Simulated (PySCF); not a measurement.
# SnClF3: geometry, NMR shifts and electronic excitations

What NMR shifts and electronic excitations should SnClF3 (`[F][Sn]([F])([F])[Cl]`) show?

The runs use PySCF 2.14.0, with density-fitted response routines of our own; the level of theory stands in each step. All values are computed, except where a source is named. Atoms are numbered from 0 throughout.

### Step 1. The starting structure

5 atoms, charge 0, multiplicity 1; geometry from: GFN2-xTB.

Bonds of the start (Å): Sn0–Cl1 2.25, Sn0–F2 1.95, Sn0–F3 1.95, Sn0–F4 1.95.

### Step 2. Optimising the geometry at PBE0-D3(BJ)/def2-SVP

The job: settings as JSON, then the geometry in Å.

```
{"job": {"xc": "PBE0", "basis": "def2-SVP", "d3": "d3bj", "grid": 1, "maxiter": 40, "kind": "geom"}, "charge": 0, "multiplicity": 1}
Sn     0.000130    -0.000090     0.015960
Cl     0.012080    -0.019550     2.269900
F      1.782510     0.010420    -0.772290
F     -0.901770     1.552840    -0.743670
F     -0.892950    -1.543620    -0.769910
```

Command:

```
$ OMP_NUM_THREADS=1 python probes_run.py task.json out
```

The driver reads the jobs from task.json and runs them one after another.

**Question.** This job is followed by: GIAO PBE0/pcSseg-1 Sn:def2-TZVP NMR shielding, non-relativistic, gas phase; TDDFT PBE0/def2-SVPD, vertical, gas phase, core orbitals frozen in the response; GIAO KT2/pcSseg-1 Sn:def2-TZVP NMR shielding, non-relativistic, gas phase. What will the session give for the following? point group; rotational constants (main isotopes); ³⁵Cl shifts against HCl (PBE0/def2-TZVP+pcSseg-1); ¹⁹F shifts against CFCl3 (PBE0/def2-TZVP+pcSseg-1, means over atoms taken as alike); surface potential, 1st and 99th percentile; lowest singlet (PBE0/def2-SVPD); brightest single state of those computed; lowest triplet; vertical ionisation energy (ΔSCF); vertical electron affinity (ΔSCF); range of the shift of Cl1.

**Answer**, as computed:

| quantity | value |
| --- | --- |
| point group | C3v |
| rotational constants (main isotopes) | 2.81, 1.72, 1.72 GHz |
| ³⁵Cl shifts against HCl (PBE0/def2-TZVP+pcSseg-1) | 44 ppm |
| ¹⁹F shifts against CFCl3 (PBE0/def2-TZVP+pcSseg-1, means over atoms taken as alike) | -140.2 ppm |
| surface potential, 1st and 99th percentile | -0.71 V and 3.24 V |
| lowest singlet (PBE0/def2-SVPD) | 5.28 eV (235 nm), f = 0.010 |
| brightest single state of those computed | state 6, 6.79 eV, f = 0.165 |
| lowest triplet | 4.82 eV |
| vertical ionisation energy (ΔSCF) | 13.32 eV |
| vertical electron affinity (ΔSCF) | 1.90 eV |
| range of the shift of Cl1 | 44 to 102 ppm |

In words: Relaxing lowered the energy by 0.095 eV in 10 steps; the close pair that moved most is Sn0–F3, from 1.950 to 1.907 Å. At PBE0/def2-TZVP+pcSseg-1: Shielding is most anisotropic at Cl1 (span 303 ppm, paramagnetic term -248 ppm). The first singlet state (HOMO→LUMO 0.99) lies at 5.28 eV and is weak; of the 10 states computed, the strongest absorption comes from state 6 at 6.79 eV (the last state computed is bright too, and its partners may lie past the list). The lowest triplet lies 0.46 eV below the lowest singlet (triplets in Tamm-Dancoff, singlets in full TDDFT). Spin-orbit coupling, left out, mixes singlets and triplets in elements this heavy. The orbital energy would give 10.76 eV for ionisation, ΔSCF gives 13.32 eV. In ppm, Cl1 moves most: its shift spreads over 57 ppm, from 44 (PBE0/def2-TZVP+pcSseg-1) to 102 (KT2/def2-TZVP+pcSseg-1). Spin-orbit coupling is left out, which matters for shieldings and couplings at and beside the heavy atoms.
